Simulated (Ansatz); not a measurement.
Crystal: Bi2Te3 (Tellurobismuthite).

```
CELL_PARAMETERS angstrom
2.19300 1.26613 10.16567
-2.19300 1.26613 10.16567
0.00000 -2.53226 10.16567
ATOMIC_POSITIONS crystal
Bi 0.60000 0.60000 0.60000
Bi 0.40000 0.40000 0.40000
Te 0.79050 0.79050 0.79050
Te 0.20950 0.20950 0.20950
Te 0.00000 0.00000 0.00000
```

Base run:

* Program: Ansatz 0.2.0
* Functional: PBEsol
* Potentials or basis: all-electron LAPW, scalar-relativistic
* Cutoff: 187 eV (chosen from the basis error)
* Basis error allowed: 0.002 eV/atom
* k mesh: 7 × 7 × 7
* Occupations: fermi-dirac, width 0.05 eV
* Spin: no spin polarisation

Its results: band gap on the k mesh 0.24 eV, direct; pressure -0.6 GPa; largest force 0.113 eV/Å.

Task: The run is repeated on the same cell with these changes: functional from PBEsol to PBE. What comes out?

Result: Band gap on the k mesh 0.29 eV, direct; pressure 1.9 GPa; largest force 0.041 eV/Å.

PBE binds less tightly than PBEsol, so the same cell stands under more pressure.

Caveats: spin-orbit coupling is left out, which as a rule narrows the gap of such compounds by several tenths of an eV.
